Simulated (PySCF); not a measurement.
# NaSe⁺ (triplet) with other numerical set-ups

Aim: see how much the energy and properties of NaSe⁺ (triplet) depend on the numerical set-up.

The runs use PySCF 2.14.0; method and basis as typed in the scripts.

1 further run of the same task is left out (it didn't finish).

### Step 1. Starting geometry

NaSe⁺ (triplet): 2 atoms, charge 1, spin multiplicity 3.

Bond lengths: Na1–Se2 2.984 Å.

### Step 2. The run that the others are compared with

Contents of input.py:

```python
from pyscf import gto, scf

mol = gto.M(
    atom='Na 0 0 0; Se 0 0 2.984',
    basis='sto-3g',
    charge=1,
    spin=2,
    verbose=4,
)
mf = scf.UHF(mol)
mf.kernel()
mf.dip_moment()
print('orbital energies (hartree):', [e[max(0, n-3):n+3].round(4) for e, n in zip(mf.mo_energy, mol.nelec)])
```

Started as:

```bash
> python input.py
```

Its log is not repeated here.

It gives: E(SCF) = -2533.339796 Eh, 7 cycles, ⟨S²⟩ = 2.001.

The bond length is a typed value, not an optimised one. The dipole of an ion depends on the origin. The triplet is typed in the script; nothing here shows that it is the ground state.

### Step 3. Cartesian functions on

Run 1 changes Cartesian functions: off → on.

Contents of input.py:

```python
from pyscf import gto, scf

mol = gto.M(
    atom='Na 0 0 0; Se 0 0 2.984',
    basis='sto-3g',
    charge=1,
    spin=2,
    cart=True,
    verbose=4,
)
mf = scf.UHF(mol)
mf.kernel()
mf.dip_moment()
print('orbital energies (hartree):', [e[max(0, n-3):n+3].round(4) for e, n in zip(mf.mo_energy, mol.nelec)])
```

Started as:

```bash
> python input.py
```

### Step 4. Cc-pvdz-dk (X2C on)

Run 2 changes basis set: sto-3g → cc-pvdz-dk; spin-free X2C: off → on.

input.py, as its differences from that of step 2:

```diff
@@ -4,3 +4,3 @@
     atom='Na 0 0 0; Se 0 0 2.984',
-    basis='sto-3g',
+    basis='cc-pvdz-dk',
     charge=1,
@@ -10,2 +10,3 @@
 mf = scf.UHF(mol)
+mf = mf.sfx2c1e()
 mf.kernel()
```

### Step 5. Ano-rcc-vdzp (X2C on)

Run 3 changes basis set: sto-3g → ano-rcc-vdzp; spin-free X2C: off → on.

input.py, as its differences from that of step 2:

```diff
@@ -4,3 +4,3 @@
     atom='Na 0 0 0; Se 0 0 2.984',
-    basis='sto-3g',
+    basis='ano-rcc-vdzp',
     charge=1,
@@ -10,2 +10,3 @@
 mf = scf.UHF(mol)
+mf = mf.sfx2c1e()
 mf.kernel()
```

### Step 6. X2c-svpall (X2C on)

Run 4 changes basis set: sto-3g → x2c-svpall; spin-free X2C: off → on.

input.py, as its differences from that of step 2:

```diff
@@ -4,3 +4,3 @@
     atom='Na 0 0 0; Se 0 0 2.984',
-    basis='sto-3g',
+    basis='x2c-svpall',
     charge=1,
@@ -10,2 +10,3 @@
 mf = scf.UHF(mol)
+mf = mf.sfx2c1e()
 mf.kernel()
```

### Step 7. Spin-free X2C on

Run 5 changes spin-free X2C: off → on.

input.py, as its differences from that of step 2:

```diff
@@ -10,2 +10,3 @@
 mf = scf.UHF(mol)
+mf = mf.sfx2c1e()
 mf.kernel()
```

### Step 8. Lanl2dz (core potential on)

Run 6 changes basis set: sto-3g → lanl2dz; core potential: off → on. The core potential changes with it: totals don't compare.

input.py, as its differences from that of step 2:

```diff
@@ -4,3 +4,4 @@
     atom='Na 0 0 0; Se 0 0 2.984',
-    basis='sto-3g',
+    basis='lanl2dz',
+    ecp={'Na': 'lanl2dz', 'Se': 'lanl2dz'},
     charge=1,
```

Before running it: what results should come out? Wanted: for each run, E(SCF); from base; gap, α spin.

As calculated:

| run | E(SCF) (hartree) | from base (eV) | cycles | gap, α spin (eV) | functions |
| --- | --- | --- | --- | --- | --- |
| base | -2533.339796 | 0 | 7 | 17.64 | 27 |
| Cartesian functions on | -2534.076445 | -20.0452 | 7 | 17.65 | 28 |
| cc-pvdz-dk (X2C on) | -2589.874800 | not comparable | 10 | 11.49 | 45 |
| ano-rcc-vdzp (X2C on) | -2589.988030 | not comparable | 10 | 11.39 | 45 |
| x2c-svpall (X2C on) | -2589.496422 | not comparable | 10 | 11.52 | 47 |
| spin-free X2C on | -2555.123343 | -592.7605 | 7 | 17.68 | 27 |
| lanl2dz (core potential on) | -9.025917 | not comparable | 9 | 11.57 | 16 |

The largest comparable shift of the SCF energy, -592.761 eV, comes with the run “spin-free X2C on”. Scalar relativity lowers the total energy by 592.76 eV, nearly all of it in the inner shells; a basis contracted without relativity catches only part of it. The dearest run is “ano-rcc-vdzp (X2C on)”, at 5.6 s against 1 s.
